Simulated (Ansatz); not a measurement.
# Cu (fcc type): a single-point run

Wanted: a converged single-point run for Cu (fcc type), and a check of what comes out.

Method: DFT, PBEsol, PAW with other files of Ansatz's library (level accurate), scalar-relativistic, in Ansatz 0.2.0.

## 1. The system as given

Symmetry: Fm-3m, No. 225, cubic system. The conventional cell has a = 2.731 Å, b = 2.731 Å, c = 2.731 Å, α = 90.00°, β = 90.00°, γ = 90.00°. Cu (site symmetry m-3m) is surrounded by 12 Cu at 1.93 Å.

As a file:

```cif
data_structure
_symmetry_space_group_name_H-M 'Fm-3m'
_symmetry_Int_Tables_number 225
_cell_length_a 2.7310
_cell_length_b 2.7310
_cell_length_c 2.7310
_cell_angle_alpha 90.000
_cell_angle_beta 90.000
_cell_angle_gamma 90.000
_cell_volume 20.37
loop_
_atom_site_label
_atom_site_type_symbol
_atom_site_symmetry_multiplicity
_atom_site_Wyckoff_symbol
_atom_site_fract_x
_atom_site_fract_y
_atom_site_fract_z
_atom_site_occupancy
Cu1 Cu 4 a 0.00000 0.00000 0.00000 1
```

## 2. The run

Input file input.yaml:

```yaml
crystal:
  lattice:
    - [0.0, 1.3654909794, 1.3654909794]
    - [1.3654909794, 0.0, 1.3654909794]
    - [1.3654909794, 1.3654909794, 0.0]
  atoms:
    - { symbol: Cu, position: [0.0, 0.0, 0.0] }
kpoints:
  mp_grid: { grid: [1, 1, 1] }
scf:
  occupations: { method: fermi_dirac, width: 0.1 }
  max_iter: 50
hamiltonian:
  xc: pbesol
  pseudopotentials: { kind: paw, level: accurate }
output:
  forces: true
  stress: true
  eigenvalues: true
```

The run is started by

```console
ansatz run input.yaml --threads 1 --pin off --max-ram 2048MiB --backend cpu --events-out ev --progress --plain --runs-dir out
```

What happens when this is run?

The program finished normally. It gives a pressure of 1053 GPa, which is large; a structure far from rest gives such values too, whatever the setting.

Look at the input: kpoints.mp_grid.grid is [1, 1, 1]. The zone is sampled at a single point, which suits only large cells or molecules.

Run again and compare: set kpoints.mp_grid.grid to [18, 18, 18].
